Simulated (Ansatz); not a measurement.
**C₆H₁₅NSi: small, medium and large basis sets**

The task here is to estimate one member of a computed series from the others.

Method: one geometry, several basis sets; program: Ansatz 0.2.0, Gaussian basis.

Plan: PBE0-D4/def2-SVP; ωB97M-V/def2-SVP; PBE0-D4/def2-QZVPP; ωB97M-V/def2-QZVPP; the functionals' def2-TZVPP values are taken from earlier runs.

## Structure used throughout

All runs share one geometry, relaxed beforehand with PBE0-D4 in a triple-zeta def2 set.

SMILES `C=CCN([SiH3])C(C)C`, 23 atoms, charge 0, spin multiplicity 1.

Atoms are counted from 1 here; the program's logs count them from 0.

Bond lengths: C1–C2 1.325 Å, C1–H9 1.084 Å, C1–H10 1.086 Å, C2–C3 1.497 Å, C2–H11 1.088 Å, C3–N4 1.456 Å, C3–H12 1.095 Å, C3–H13 1.098 Å, N4–Si5 1.718 Å, N4–C6 1.459 Å, Si5–H14 1.485 Å, Si5–H15 1.487 Å, Si5–H16 1.497 Å, C6–C7 1.525 Å, C6–C8 1.523 Å, C6–H17 1.097 Å, C7–H18 1.093 Å, C7–H19 1.094 Å and more. Angles: C2–C1–H9 121.8°, C2–C1–H10 121.2°, H9–C1–H10 117.0°, C1–C2–C3 124.3°, C1–C2–H11 120.0°, C3–C2–H11 115.7°, C2–C3–N4 112.6°, C2–C3–H12 109.3°, C2–C3–H13 109.0°, N4–C3–H12 109.0°, N4–C3–H13 111.3°, H12–C3–H13 105.3°, C3–N4–Si5 119.6°, C3–N4–C6 118.0°, Si5–N4–C6 120.6°, N4–Si5–H14 109.0°, N4–Si5–H15 108.3°, N4–Si5–H16 114.2° and more.

The first run:

File in.yaml:

```yaml
crystal:
  periodic: [false, false, false]
  atoms:
    - {symbol: C, position_ang: [0.966648, -2.661324, -1.740448]}
    - {symbol: C, position_ang: [1.060383, -1.587692, -0.970073]}
    - {symbol: C, position_ang: [0.150318, -0.402906, -1.059945]}
    - {symbol: N, position_ang: [-0.508550, -0.105462, 0.204055]}
    - {symbol: Si, position_ang: [-1.960397, -0.925399, 0.617774]}
    - {symbol: C, position_ang: [-0.112065, 1.106126, 0.913657]}
    - {symbol: C, position_ang: [-0.487475, 2.380484, 0.164071]}
    - {symbol: C, position_ang: [1.365240, 1.093075, 1.282313]}
    - {symbol: H, position_ang: [1.646381, -3.499166, -1.638443]}
    - {symbol: H, position_ang: [0.199115, -2.739842, -2.504953]}
    - {symbol: H, position_ang: [1.824231, -1.537724, -0.197462]}
    - {symbol: H, position_ang: [0.726577, 0.473492, -1.375888]}
    - {symbol: H, position_ang: [-0.580869, -0.573756, -1.860723]}
    - {symbol: H, position_ang: [-1.874386, -2.329525, 0.140579]}
    - {symbol: H, position_ang: [-2.120277, -0.874791, 2.095651]}
    - {symbol: H, position_ang: [-3.194870, -0.331194, 0.014433]}
    - {symbol: H, position_ang: [-0.679097, 1.099868, 1.852375]}
    - {symbol: H, position_ang: [-0.244792, 3.265054, 0.758277]}
    - {symbol: H, position_ang: [0.056118, 2.462938, -0.781206]}
    - {symbol: H, position_ang: [-1.556447, 2.398671, -0.058443]}
    - {symbol: H, position_ang: [1.609030, 0.203804, 1.866503]}
    - {symbol: H, position_ang: [1.620828, 1.976450, 1.872190]}
    - {symbol: H, position_ang: [1.999255, 1.101920, 0.391207]}
basis:
  gaussian: {orbitals: def2-SVP}
hamiltonian: {xc: pbe0, dispersion: d4}
output: {orbitals: {seedname: orbitals}}
```

The run is started by

```console
> ansatz run in.yaml --threads 4 --pin off --events-out ev --progress --plain --max-ram 66560MiB --backend cpu
```

Steps of the session up to this table: PBE0-D4 in def2-SVP; ωB97M-V in def2-SVP; PBE0-D4 in def2-QZVPP; ωB97M-V in def2-QZVPP.

One table of the session follows, with a row left open; its other results are not shown here.

It belongs to the step «Functionals by basis». 

```
functional       basis  HOMO (eV)  LUMO (eV)
   PBE0-D4    def2-SVP      -6.26       0.47
   PBE0-D4  def2-TZVPP          ?          ?
   PBE0-D4  def2-QZVPP      -6.36       0.14
   ωB97M-V    def2-SVP      -8.53       2.63
   ωB97M-V  def2-TZVPP      -8.64       2.16
   ωB97M-V  def2-QZVPP      -8.65       1.68
```

**Question.** Estimate the row for PBE0-D4, def2-TZVPP.

The run gave: HOMO (eV): -6.34; LUMO (eV): 0.22. In the column «HOMO (eV)» it lies between PBE0-D4, def2-QZVPP (-6.36) and PBE0-D4, def2-SVP (-6.26).
